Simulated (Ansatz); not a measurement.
I need a ladder of methods at one geometry of BH₆NO₂Si, SMILES N[SiH](O)BO. Use Ansatz 0.2.0, Python API. Level of theory (for the species named): revPBE, def2-SVP basis, multiplicity 1. The script varies functional: revpbe, blyp, pbe, hse06.

```xyz
11

N     0.0541    0.8337    1.6203
Si   -0.7813    0.0601    0.2206
O    -0.9987    1.1771   -1.0867
B     0.3914   -1.4216   -0.3597
O     1.6878   -1.2098   -0.8274
H    -0.5944    1.7132    1.8528
H     0.9399    1.2651    1.2663
H    -2.0602   -0.4180    0.6249
H    -0.0469    1.5224   -1.2169
H    -0.1200   -2.5271   -0.3095
H     1.5937   -1.0520   -1.7641
```

Script `bh6no2si.py`:
```python
"""BH6NO2Si at several levels of theory."""

from dataclasses import dataclass
from pathlib import Path

import ansatz
from ase import Atoms
import numpy as np


@dataclass
class Options:
    basis: str = "def2-SVP"


settings = Options()

atoms = Atoms(["N", "Si", "O", "B", "O", "H", "H", "H", "H", "H", "H"], positions=[
    (0.0541, 0.8337, 1.6203),
    (-0.7813, 0.0601, 0.2206),
    (-0.9987, 1.1771, -1.0867),
    (0.3914, -1.4216, -0.3597),
    (1.6878, -1.2098, -0.8274),
    (-0.5944, 1.7132, 1.8528),
    (0.9399, 1.2651, 1.2663),
    (-2.0602, -0.418, 0.6249),
    (-0.0469, 1.5224, -1.2169),
    (-0.12, -2.5271, -0.3095),
    (1.5937, -1.052, -1.7641),
])
system = ansatz.Crystal.molecule_from_ase(atoms)

model = system.calculation().basis(gaussian=settings.basis)

print("functional    E (Ha)        dipole (D)   HOMO (eV)  LUMO (eV)")
for name in ["revpbe", "blyp", "pbe", "hse06"]:
    rep = model.functional(name).forces().orbitals().run(threads=1, pin="off", runs_dir="runs").report
    lines = Path(rep["orbitals_path"]).read_text().splitlines()
    field_of = lambda key: [line.split("=")[1].strip() for line in lines if line.startswith(key)]
    orbitals = [(27.211386 * float(e), s, float(n)) for e, s, n in zip(field_of("Ene="), field_of("Spin="), field_of("Occup="))]
    homo = max(e for e, _, n in orbitals if n > 0.5)
    lumo = min(e for e, _, n in orbitals if n < 0.5)
    dipole = 4.803205 * np.linalg.norm(rep["charge_distribution"]["dipole_moment_e_ang"])
    print(f"{name:10s} {rep['free_energy_ev'] / 27.211386246:14.6f} {dipole:9.3f} {homo:11.3f} {lumo:10.3f}")
```

```console
$ python bh6no2si.py
functional    E (Ha)        dipole (D)   HOMO (eV)  LUMO (eV)
revpbe        -522.793440     2.372      -5.367     -2.543
blyp          -522.858859     2.351      -5.292     -2.436
pbe           -522.506865     2.397      -5.396     -2.647
hse06         -522.528201     2.273      -6.442     -2.099
```

Total energies depend on the basis set; only differences at equal settings carry meaning. The geometry is a force-field or estimated start, not a minimum of this method, and the basis set is short of its limit. A lower total doesn't mark the better method: functionals have no common bound, and MP2 and coupled cluster aren't variational. Levels such as HOMO and LUMO are orbital energies: with these approximate functionals they aren't the ionisation energy and electron affinity, and their gap isn't the fundamental gap. hse06 follows the composition of plane-wave codes, whose totals differ by tens of mHa, up to about 0.1 Ha, from the form usual in Gaussian-basis programs (wpbeh). Run time: 19 s on 1 thread of Arm Neoverse V1, with other jobs on the host, peak memory 0.26 GiB.
